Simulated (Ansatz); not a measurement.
**C₂H₉AlOSi: how energies converge with the basis set**

How large a basis does C₂H₉AlOSi need? Two functionals are run in growing sets.

Program: Ansatz 0.2.0, Gaussian basis. Level of theory: one geometry, several basis sets. These are calculated values, not measurements.

Levels to be run: PBE0-D4/def2-SVP; ωB97M-V/def2-SVP; PBE0-D4/def2-QZVPP; ωB97M-V/def2-QZVPP; the functionals' def2-TZVPP values are taken from earlier runs.

## (1) Structure used throughout

All runs share one geometry, relaxed beforehand with PBE0-D4 in a triple-zeta def2 set.

SMILES `C[CH2][AlH][O][SiH3]`, 14 atoms, charge 0, spin multiplicity 1.

Atoms are counted from 1 here; the program's logs count them from 0.

Bond lengths: C1–C2 1.528 Å, C1–H6 1.094 Å, C1–H7 1.093 Å, C1–H8 1.093 Å, C2–Al3 1.951 Å, C2–H9 1.099 Å, C2–H10 1.099 Å, Al3–O4 1.689 Å, Al3–H11 1.583 Å, O4–Si5 1.621 Å, Si5–H12 1.490 Å, Si5–H13 1.488 Å, Si5–H14 1.488 Å. Angles: C2–C1–H6 112.1°, C2–C1–H7 111.7°, C2–C1–H8 111.7°, H6–C1–H7 107.2°, H6–C1–H8 107.3°, H7–C1–H8 106.6°, C1–C2–Al3 116.2°, C1–C2–H9 110.4°, C1–C2–H10 110.4°, Al3–C2–H9 107.6°, Al3–C2–H10 107.5°, H9–C2–H10 104.1°, C2–Al3–O4 119.3°, C2–Al3–H11 124.0°, O4–Al3–H11 116.6°, Al3–O4–Si5 167.0°, O4–Si5–H12 110.9°, O4–Si5–H13 110.1° and more.

## (2) PBE0-D4 in def2-SVP

Contents of in.yaml:

```yaml
crystal:
  periodic: [false, false, false]
  atoms:
    - {symbol: C, position_ang: [0.359403, 0.434704, 1.808294]}
    - {symbol: C, position_ang: [0.194289, -1.051312, 1.492247]}
    - {symbol: Al, position_ang: [-0.193641, -1.498432, -0.366677]}
    - {symbol: O, position_ang: [-0.306018, -0.259543, -1.509646]}
    - {symbol: Si, position_ang: [-0.331652, 1.144573, -2.319472]}
    - {symbol: H, position_ang: [0.576912, 0.608631, 2.866305]}
    - {symbol: H, position_ang: [-0.542887, 1.002007, 1.565793]}
    - {symbol: H, position_ang: [1.173126, 0.882507, 1.232134]}
    - {symbol: H, position_ang: [-0.600769, -1.489011, 2.111235]}
    - {symbol: H, position_ang: [1.095998, -1.607141, 1.783876]}
    - {symbol: H, position_ang: [-0.416648, -2.974241, -0.894953]}
    - {symbol: H, position_ang: [0.091007, 2.271747, -1.442156]}
    - {symbol: H, position_ang: [-1.705977, 1.423778, -2.816012]}
    - {symbol: H, position_ang: [0.594060, 1.082532, -3.482269]}
basis:
  gaussian: {orbitals: def2-SVP}
hamiltonian: {xc: pbe0, dispersion: d4}
output: {orbitals: {seedname: orbitals}}
```

Command:

```sh
$ ansatz run in.yaml --threads 4 --pin off --events-out ev --progress --plain --max-ram 10444MiB
```

After this run come: ωB97M-V in def2-SVP; PBE0-D4 in def2-QZVPP; ωB97M-V in def2-QZVPP.

**Question.** What will the summary of the whole plan be? Wanted: PBE0-D4: double and triple zeta above quadruple; ωB97M-V: double and triple zeta above quadruple.

As calculated:

| quantity | value |
| --- | --- |
| PBE0-D4: double and triple zeta above quadruple | 10.90, 0.75 eV |
| ωB97M-V: double and triple zeta above quadruple | 11.09, 0.70 eV |

What this shows: For PBE0-D4 the step from double to triple zeta gains 10.16 eV and the next only 0.75 eV. These are total energies; as a rule much of such shifts cancels in differences, which this series doesn't test. The LUMO of ωB97M-V is positive and keeps falling with the basis (1.09 to 0.53 eV): an unbound level that the basis holds in place.
